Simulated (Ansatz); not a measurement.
# BaFe2: the cost of one run

Computed with Ansatz 0.2.0 (DFT PBE, scalar-relativistic, plane waves, PAW, unless a step's input says otherwise).

**1. The system as given**

Symmetry: Fm-3m, No. 225, cubic system. The conventional cell has a = 6.063 Å, b = 6.063 Å, c = 6.063 Å, α = 90.00°, β = 90.00°, γ = 90.00°. Ba (site symmetry m-3m) has 8 Fe at 2.63 Å as nearest neighbours. Around Fe (site symmetry -43m) lie 4 Ba at 2.63 Å.

Coordinates:

```cif
data_structure
_symmetry_space_group_name_H-M 'P 1'
_symmetry_Int_Tables_number 1
_cell_length_a 4.2873
_cell_length_b 4.2873
_cell_length_c 4.2873
_cell_angle_alpha 60.000
_cell_angle_beta 60.000
_cell_angle_gamma 60.000
_cell_volume 55.72
loop_
_atom_site_label
_atom_site_type_symbol
_atom_site_fract_x
_atom_site_fract_y
_atom_site_fract_z
_atom_site_occupancy
Ba1 Ba 0.00000 0.00000 0.00000 1
Fe1 Fe 0.25000 0.25000 0.25000 1
Fe2 Fe 0.75000 0.75000 0.75000 1
```

Recipe of the guess: species swapped into a database cell of YbH2 (Fm-3m, No. 225), with Ba on the Yb sites and Fe on the H sites. Lengths come from tabulated atomic sizes and are only a guess.

**2. The guess as it stands, on a coarse mesh**

input.yaml reads:

```yaml
crystal:
  lattice:
    - [0.0, 3.03154505, 3.03154505]
    - [3.03154505, 0.0, 3.03154505]
    - [3.03154505, 3.03154505, 0.0]
  atoms:
    - { symbol: Ba, position: [0.0, 0.0, 0.0] }
    - { symbol: Fe, position: [0.25, 0.25, 0.25], spin: 4.0 }
    - { symbol: Fe, position: [0.75, 0.75, 0.75], spin: 4.0 }
basis:
  ecutwfc: 420
kpoints:
  mp_grid: { grid: [6, 6, 6] }
hamiltonian:
  xc: pbe
scf:
  occupations: { method: gaussian, width: 0.1 }
  lower_state_search: "off"
output:
  forces: true
  stress: true
  eigenvalues: true
  populations: true
magnetization:
  spin_polarized: true
```

Started as:

```
$ ansatz run input.yaml --threads 1 --pin off --max-ram 2560MiB --backend cpu --events-out ev --progress --plain --runs-dir out
```

Q: Estimate wall time and peak memory on 1 thread of Intel Xeon Platinum 8375C at 2.90GHz (Ice Lake), shared host.

About 3.5 s, with a peak of 0.39 GiB.
